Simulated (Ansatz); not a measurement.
# CoF: the cost of one run

Method: def2-QZVPP, core rule «outside noble gas», up to 10 orbitals frozen; program: Ansatz 0.2.0, Gaussian basis.

Plan: UHF; ROHF; CCSD(T) on UHF.

2 further runs of the same task are left out: 2 set aside as unsound or not needed.

## 1. The geometry

The geometry is a PBE0/def2-TZVP stationary point (not a proven minimum).

2 atoms, charge 0, spin multiplicity 3.

Atoms are counted from 1 here; the program's logs count them from 0.

Bond lengths: Co1–F2 1.746 Å.

## 2. UHF

in.yaml

```yaml
crystal:
  periodic: [false, false, false]
  atoms:
    - {symbol: Co, position_ang: [0.000000, 0.000000, 0.000000]}
    - {symbol: F, position_ang: [0.000000, 0.000000, 1.746400]}
basis:
  gaussian: {orbitals: "def2-QZVPP.json"}
magnetization: {spin_polarized: true, initial_magnetization: 2}
hamiltonian: {xc: hf}
output: {orbitals: {seedname: orbitals}}
```

Run with:

```
$ ansatz run in.yaml --threads 1 --pin off --events-out ev --progress --plain --max-ram 4096MiB --backend cpu
```

Q: Estimate wall time and peak memory on 1 thread of AMD EPYC 7R13, shared host.

About 33 s, with a peak of 0.47 GiB.
